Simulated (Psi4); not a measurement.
# CuCl2 (SMILES [Cl][Cu][Cl]): U-mPW1B95/def2-QZVPP (density fitting, dipole perturbation λ (added as +λ·μ, a field of −λ) (0, 0.005, 0) a.u.)

Wanted: the energy in a field of CuCl2. Input form: a Python script.

The calculation is run with Psi4 1.11.

1 further run of the same task is left out (set aside as unsound or not needed).

### Step 1. The molecule

The species is CuCl2 (3 atoms), meant as a doublet with charge 0. SMILES: `[Cl][Cu][Cl]`. The shape comes from GFN2-xTB, which is rough for such elements, and wasn't checked as a minimum.

Bond lengths: Cu1–Cl2 2.035 Å, Cu1–Cl3 2.034 Å. Angles: Cl2–Cu1–Cl3 180.0°.

### Step 2. The energy in a field at U-mPW1B95/def2-QZVPP (density fitting, dipole perturbation λ (added as +λ·μ, a field of −λ) (0, 0.005, 0) a.u.)

job.py

```python
import psi4

psi4.set_memory(1600000000)
psi4.set_num_threads(1)
psi4.set_output_file('psi4.out', False)

mol = psi4.geometry("""
0 2
Cu    -0.000180    -0.000100    -0.000330
Cl    -0.015280    -0.019280     2.034520
Cl     0.015460     0.019390    -2.034190
symmetry c1
no_reorient
no_com
""")

psi4.set_options({
    'reference': 'uks',
    'scf_type': 'df',
    'perturb_h': True,
    'perturb_with': 'dipole',
    'perturb_dipole': [0.0, 0.005, 0.0],
})

E, wfn = psi4.energy('mpw1b95/def2-QZVPP', return_wfn=True)
print(f'mpw1b95/def2-QZVPP energy: {E:.10f} Eh')
```

Command:

```bash
$ python job.py
```

**Question.** What will come out? Wanted: total energy; dipole moment; ⟨S²⟩.

**Answer.** As computed:

Level: U-mPW1B95/def2-QZVPP (density fitting, dipole perturbation λ (added as +λ·μ, a field of −λ) (0, 0.005, 0) a.u.).

```
     quantity           value
 total energy  -2561.45615 Eh
dipole moment          0.47 D
         ⟨S²⟩           0.756
```
